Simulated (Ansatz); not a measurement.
HfB:

```
CELL_PARAMETERS angstrom
0.00000 2.31000 2.31000
2.31000 0.00000 2.31000
2.31000 2.31000 0.00000
ATOMIC_POSITIONS crystal
Hf 0.50000 0.50000 0.50000
B 0.00000 0.00000 0.00000
```

* Program: Ansatz 0.2.0
* Task: relaxation of cell and atoms
* Functional: LDA
* Potentials or basis: Ansatz PAW
* Cutoff: 420 eV (not typed: the program's choice for these potentials)
* k mesh: 10 × 10 × 10
* Occupations: fermi-dirac, width 0.05 eV
* Spin: no spin polarisation

At the start: volume 12.33 Å³/atom.

Problem. How do energy, volume and symmetry change on relaxing?

Solution. It ends after 5 steps and the volume is 13.38 Å³/atom (+8.5 %); space group Fm-3m (No. 225, to 0.05 Å).

The path:
| step | energy change (eV) | largest force (eV/Å) | volume (Å³) |
| --- | --- | --- | --- |
| 1 | 0.0000 | 0.0000 | 24.65 |
| 2 | -0.0830 | 0.0000 | 27.84 |
| 3 | -0.1078 | 0.0000 | 26.87 |
| 4 | -0.1082 | 0.0000 | 26.75 |
| 5 | -0.1101 | 0.0000 | 26.75 |

Final structure:
```
Hf B
1.0
     0.00000    2.37378    2.37378
     2.37378    0.00000    2.37378
     2.37378    2.37378    0.00000
Hf B
1 1
Direct
  0.50000 0.50000 0.50000
  0.00000 0.00000 0.00000
```

Caveat: the plane-wave basis is chosen anew once the cell has moved, so the energies of steps on either side of that aren't comparable; the PAW data sets come from PBE, with cores solved anew for the run's functional, which leaves a small shift of forces and pressure.
